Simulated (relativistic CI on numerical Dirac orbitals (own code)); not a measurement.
# Mo³⁸⁺: how the levels respond to the fine-structure constant and the nuclear radius

How sensitive are the low transitions of Mo³⁸⁺ to a change of α? Wanted is q = dE/dx with x = (α/α0)² − 1, and the field-shift factor by the mean square nuclear radius, for the lowest 30 levels.

The numbers are computed with relativistic CI on numerical Dirac orbitals (own code) version 2 (Dirac-Coulomb-Breit CI, KLI orbitals optimised for each configuration, derivatives by finite differences), except any that are marked as measured or tabulated.

## Step 1: Starting point

- ion: Mo³⁸⁺ (Mo XXXIX)
- nuclear charge: 42
- electrons: 4
- isotope: A = 98
- first configuration: [He] 2s2

Outer shells as boxes (Hund's rule):

[He] 2s2
```
[He] core
2s [↑↓]
```

## Step 2: Levels and derivatives

The run's settings:

```ini
atom Mo  Z=42  charge=38  electrons=4
nucleus A=98  rms_radius_fm=4.4091
hamiltonian dirac-coulomb  breit=on  qed=off  c_scale=1
orbitals kli  potential=per-configuration
slater_scale 1
correlation none
mixing on
configurations
  [He] 2s2
  [He] 2s 2p
  [He] 2p2
  [He] 2p 3s
  [He] 2p 3p
  [He] 2s 3s
  [He] 2s 3p
  [He] 2s 3d
end
derivatives alpha2 +-0.01 radius +-1%
```

**Question.** What will these runs give? Wanted: lowest level; largest q in size, lowest 30 levels; largest field-shift factor among them.

As calculated:

```
                             quantity                               value
                         lowest level                             2s2 1S0
  largest q in size, lowest 30 levels  2.279e+06 cm⁻¹ (2p2 [2p3/2^2] J=2)
largest field-shift factor among them  -2e+03 GHz/fm² (2p2 [2p3/2^2] J=2)
```

**Reading.** Among these levels the largest q belongs to 2p2 [2p3/2^2] J=2, a change of configuration. K = 2q/E, the relative sensitivity of a level, hangs on the computed energy: between configurations that lie close it can be off by a factor of several.
